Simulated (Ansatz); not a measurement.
# In8Sb5As3: the cost of one run

Method: DFT PBEsol, scalar-relativistic, plane waves, PAW, in Ansatz 0.2.0.

That is the level of the relaxation; later steps name their own.

## Step 1: The structure to begin with

It takes space group R3m (No. 160, trigonal). The conventional cell has a = 8.927 Å, b = 8.927 Å, c = 21.867 Å, α = 90.00°, β = 90.00°, γ = 120.00°. In (site symmetry m) is surrounded by 1 As at 2.73 Å and 3 Sb at 2.73 Å. In (site symmetry 3m) has 1 Sb at 2.73 Å and 3 As at 2.73 Å as nearest neighbours. In (site symmetry 3m) has 4 Sb at 2.73 Å as nearest neighbours. In (site symmetry m) is surrounded by 2 Sb at 2.73 Å and 2 As at 2.73 Å. As (site symmetry m) has 4 In at 2.73 Å as nearest neighbours. Sb (site symmetry 3m) has 4 In at 2.73 Å as nearest neighbours. Sb (site symmetry m) is surrounded by 4 In at 2.73 Å.

Coordinates:

```
In As Sb
1.0
    -6.31238    6.31238    0.00000
    -6.31238    0.00000    6.31238
     0.00000    6.31238    6.31238
In As Sb
8 3 5
Direct
  0.00000 0.00000 0.00000
  0.50000 0.00000 0.00000
  0.00000 0.50000 0.00000
  0.00000 0.00000 0.50000
  0.50000 0.50000 0.00000
  0.50000 0.00000 0.50000
  0.00000 0.50000 0.50000
  0.50000 0.50000 0.50000
  0.87500 0.87500 0.37500
  0.37500 0.87500 0.37500
  0.87500 0.37500 0.37500
  0.87500 0.87500 0.87500
  0.37500 0.37500 0.37500
  0.37500 0.87500 0.87500
  0.87500 0.37500 0.87500
  0.37500 0.37500 0.87500
```

(A quick probe on a coarse mesh, which set the mesh and smearing, is not shown.)

## Step 3: A loose first relaxation

input.yaml reads:

```yaml
crystal:
  lattice:
    - [-6.312375, 6.312375, 0.0]
    - [-6.312375, 0.0, 6.312375]
    - [0.0, 6.312375, 6.312375]
  atoms:
    - { symbol: In, position: [0.0, 0.0, 0.0] }
    - { symbol: In, position: [0.5, 0.0, 0.0] }
    - { symbol: In, position: [0.0, 0.5, 0.0] }
    - { symbol: In, position: [0.0, 0.0, 0.5] }
    - { symbol: In, position: [0.5, 0.5, 0.0] }
    - { symbol: In, position: [0.5, 0.0, 0.5] }
    - { symbol: In, position: [0.0, 0.5, 0.5] }
    - { symbol: In, position: [0.5, 0.5, 0.5] }
    - { symbol: As, position: [0.875, 0.875, 0.375] }
    - { symbol: As, position: [0.375, 0.875, 0.375] }
    - { symbol: As, position: [0.875, 0.375, 0.375] }
    - { symbol: Sb, position: [0.875, 0.875, 0.875] }
    - { symbol: Sb, position: [0.375, 0.375, 0.375] }
    - { symbol: Sb, position: [0.375, 0.875, 0.875] }
    - { symbol: Sb, position: [0.875, 0.375, 0.875] }
    - { symbol: Sb, position: [0.375, 0.375, 0.875] }
basis:
  ecutwfc: 420
kpoints:
  mp_grid: { grid: [4, 4, 4] }
hamiltonian:
  xc: pbesol
scf:
  occupations: { method: gaussian, width: 0.1 }
output:
  forces: true
  stress: true
  eigenvalues: true
relax:
  adjacent_minimum: "off"
  f_tol: 0.05
  max_steps: 80
  cell: { stress_tol: 0.5 }
```

Command:

```
$ ansatz run input.yaml --threads 4 --pin off --max-ram 10240MiB --backend cpu --events-out ev --progress --plain --runs-dir out
```

Q: Estimate wall time and peak memory on 4 threads of Intel Xeon Platinum 8488C (Sapphire Rapids), shared host.

About 98 s, with a peak of 2 GiB.
